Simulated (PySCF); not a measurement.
# CH3F3Si (H3SiCF3): the cost of one run

Programs: PySCF 2.14.0, with density-fitted response routines of our own. Each step states its level of theory. These are calculated values for one molecule, in the gas phase or a continuum, unless marked as measured. Atoms are numbered from 0 throughout.

### Step 1. Starting geometry

8 atoms, charge 0, multiplicity 1; geometry from: GFN2-xTB. The atoms were then displaced at random by about 0.01 Å, so the start is not that level's minimum.

Bonds of the start (Å): F0–C1 1.36, C1–F2 1.34, C1–F3 1.35, C1–Si4 1.95, Si4–H5 1.46, Si4–H6 1.45, Si4–H7 1.46.

### Step 2. Geometry optimisation at PBE0-D3(BJ)/def2-TZVP

The job: settings as JSON, then the geometry in Å.

```
{"job": {"xc": "PBE0", "basis": "def2-TZVP", "d3": "d3bj", "grid": 2, "shake": 0.01, "kind": "geom"}, "charge": 0, "multiplicity": 1}
F      1.551530    -0.235520    -1.105440
C      0.905510    -0.052670     0.074820
F      1.426490     1.056620     0.621660
F      1.341700    -1.077780     0.845550
Si    -1.029340     0.051310    -0.105340
H     -1.260300     1.219950    -0.954120
H     -1.396550    -1.215740    -0.698160
H     -1.483900     0.234700     1.268550
```

Run with:

```bash
> OMP_NUM_THREADS=1 python probes_run.py task.json out
```

This one command runs all jobs of the session in turn.

Q: Estimate the wall time and peak memory of this first job on 1 thread of Arm Neoverse N1, shared host.

About 1.8 min, with a peak of 0.71 GiB.
